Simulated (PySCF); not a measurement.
# C7H10B2: the cost of one run

Computed with PySCF 2.14.0 and routines of our own; the level stands in each step. Atoms count from 0.

## 1. The system as given

19 atoms, charge 0, multiplicity 1; geometry from: GFN2-xTB.

## 2. Magnetic properties: GIAO BHandHLYP/pcSseg-1

The job: settings as JSON, then the geometry in Å.

```
{"job": {"kind": "mag", "xc": "BHandHLYP", "basis": "pcSseg-1", "isotopologues": 0}, "charge": 0, "multiplicity": 1}
C     -2.236574    -1.260641    -0.510090
C     -1.555679    -0.194823    -0.078371
C     -2.307039     0.974072     0.500008
B     -0.004907    -0.108451    -0.228372
C      0.876688    -1.383687    -0.101116
C      2.186083    -1.279954     0.200032
B      2.904530     0.093647     0.157996
C      2.031636     1.364228    -0.012749
C      0.721077     1.266133    -0.308558
H     -3.315844    -1.306211    -0.480729
H     -1.745751    -2.115049    -0.944665
H     -1.885293     1.252378     1.464424
H     -3.362760     0.743789     0.630508
H     -2.220631     1.837018    -0.159235
H      0.428913    -2.373182    -0.135349
H      2.748513    -2.191331     0.387751
H      4.075085     0.160733     0.121075
H      2.483655     2.352855     0.010377
H      0.168494     2.177726    -0.520397
```

Level: GIAO BHandHLYP/pcSseg-1 magnetisability, rotational g tensor and spin-rotation constants, non-relativistic, gas phase.

Command:

```console
> OMP_NUM_THREADS=1 python excited_run.py task.json out
```

This one command runs all jobs of the session in turn.

Q: Estimate the wall time and peak memory of this first job on 1 thread of Arm Neoverse N1, shared host.

About 59 s, with a peak of 1 GiB.
